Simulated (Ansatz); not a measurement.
# Two self-consistent states of FeBrCl

Aim: solve FeBrCl (a borrowed structure type, volume estimated) from each of its saved states, at one geometry and mesh, and see which is lowest and how they differ.

Method: DFT, PBE, with on-site exact exchange 0.1 on Fe d, plane waves, PAW, in Ansatz 0.2.0.

## Step 1: The cell

Symmetry: Pmmn, No. 59, orthorhombic system. Conventional cell: a = 3.767 Å, b = 4.313 Å, c = 9.032 Å, α = 90.00°, β = 90.00°, γ = 90.00°. Fe (site symmetry mm2) has 4 Br at 2.24 to 2.40 Å and 2 Cl at 2.70 Å as nearest neighbours. Cl (site symmetry mm2) has 2 Fe at 2.70 Å as nearest neighbours. Br (site symmetry mm2) is surrounded by 4 Fe at 2.24 to 2.40 Å.

Symmetry-reduced, conventional setting; the input below types the cell that was run:

```cif
data_structure
_symmetry_space_group_name_H-M 'Pmmn:1'
_symmetry_Int_Tables_number 59
_cell_length_a 3.7672
_cell_length_b 4.3126
_cell_length_c 9.0325
_cell_angle_alpha 90.000
_cell_angle_beta 90.000
_cell_angle_gamma 90.000
_cell_volume 146.75
loop_
_atom_site_label
_atom_site_type_symbol
_atom_site_symmetry_multiplicity
_atom_site_Wyckoff_symbol
_atom_site_fract_x
_atom_site_fract_y
_atom_site_fract_z
_atom_site_occupancy
Fe1 Fe 2 b 0.50000 0.00000 0.11568 1
Cl1 Cl 2 a 0.00000 0.00000 0.33003 1
Br1 Br 2 a 0.00000 0.00000 0.95168 1
```

The states: A, Fe1 down, Fe2 up (collinear spin); B, Fe1 up, Fe2 up (collinear spin). Each run reads its own saved solution as saved_state.

## Step 2: Run from state A

File input.yaml:

```yaml
crystal:
  lattice:
    - [4.31259312, 0.0, 0.0]
    - [0.0, 9.03248644, 0.0]
    - [0.0, 0.0, 3.76724432]
  symmetry: { detect: false, time_reversal: true }
  atoms:
    - { symbol: Fe, position: [0.25, 0.11568, 0.75], spin: 4.0 }
    - { symbol: Fe, position: [0.75, 0.88432, 0.25], spin: 4.0 }
    - { symbol: Cl, position: [0.25, 0.33003, 0.25] }
    - { symbol: Cl, position: [0.75, 0.66997, 0.75] }
    - { symbol: Br, position: [0.25, 0.95168, 0.25] }
    - { symbol: Br, position: [0.75, 0.04832, 0.75] }
kpoints:
  mp_grid: { grid: [6, 3, 6], shift: [0, 0, 0] }
  band_path:
    path:
      - [0.0, 0.0, 0.0]
      - [0.0, 0.0, 0.5]
      - [0.5, 0.0, 0.5]
      - [0.5, 0.0, 0.0]
      - [0.0, 0.0, 0.0]
      - [0.0, 0.5, 0.0]
      - [0.0, 0.5, 0.5]
      - [0.5, 0.5, 0.5]
      - [0.5, 0.5, 0.0]
      - [0.0, 0.5, 0.0]
      - [0.0, 0.0, 0.5]
    npoints: 6
magnetization:
  spin_polarized: true
scf:
  occupations: { method: gaussian, width: 0.0475 }
  lower_state_search: "off"
  max_iter: 200
hamiltonian:
  pseudopotentials: { kind: paw }
  xc: pbe
  hubbard:
    projectors: all-electron-ortho-atomic
    sites: [{ species: Fe, l: d, exx: { coeff: 0.1 } }]
basis:
  ecutwfc: 420
  fft_grid_basis: typed
output:
  forces: true
  stress: true
  eigenvalues: true
  bader: true
  populations: true
  elf: true
  write_potential: true
  volumetric_format: npy
  dos:
    e_range: [-12, 8]
    de: 0.05
    projected: { site_lists: { Br: [Br], Cl: [Cl], Fe: [Fe] } }
checkpoint:
  read: saved_state
```

## Step 4: State B: the run

Edit input.yaml of step 2 so:

```diff
@@ -5,6 +5,5 @@
     - [0.0, 0.0, 3.76724432]
-  symmetry: { detect: false, time_reversal: true }
   atoms:
-    - { symbol: Fe, position: [0.25, 0.11568, 0.75], spin: 4.0 }
-    - { symbol: Fe, position: [0.75, 0.88432, 0.25], spin: 4.0 }
+    - { symbol: Fe, position: [0.25, 0.11568, 0.75] }
+    - { symbol: Fe, position: [0.75, 0.88432, 0.25] }
     - { symbol: Cl, position: [0.25, 0.33003, 0.25] }
@@ -13,18 +12,5 @@
     - { symbol: Br, position: [0.75, 0.04832, 0.75] }
+  symmetry: { detect: false, time_reversal: true }
 kpoints:
   mp_grid: { grid: [6, 3, 6], shift: [0, 0, 0] }
-  band_path:
-    path:
-      - [0.0, 0.0, 0.0]
-      - [0.0, 0.0, 0.5]
-      - [0.5, 0.0, 0.5]
-      - [0.5, 0.0, 0.0]
-      - [0.0, 0.0, 0.0]
-      - [0.0, 0.5, 0.0]
-      - [0.0, 0.5, 0.5]
-      - [0.5, 0.5, 0.5]
-      - [0.5, 0.5, 0.0]
-      - [0.0, 0.5, 0.0]
-      - [0.0, 0.0, 0.5]
-    npoints: 6
 magnetization:
```

(Steps that only read results are left out.)

What does the calculation give? Wanted: for each run, free energy; largest site moment; size of the net moment; gap; pressure; largest force.

As calculated:

```
state  free energy (meV/atom)  largest site moment (μB)  size of the net moment (μB/cell)  gap (eV)  pressure (GPa)  largest force (eV/Å)  SCF cycles
    A                     0.0                      3.21                              0.00      0.24            16.0                  5.39          17
    B                    15.3                      3.27                              8.00      0.15            17.0                  5.33          15
```

State A lies lowest, 15.3 meV per atom under state B. The atoms are far from rest (forces to 5.4 eV/Å), so order and character hold for this geometry alone. Gaps that take in a band path and gaps read on the mesh alone aren't sampled alike. At the same volume their pressures differ by 1.0 GPa. Every run converged, so convergence alone does not show that a state is the lowest.

Limits of this run: a band edge lies within two smearing widths of the Fermi level; gaps of Fe, Co and Ni magnets can come out low on these datasets.
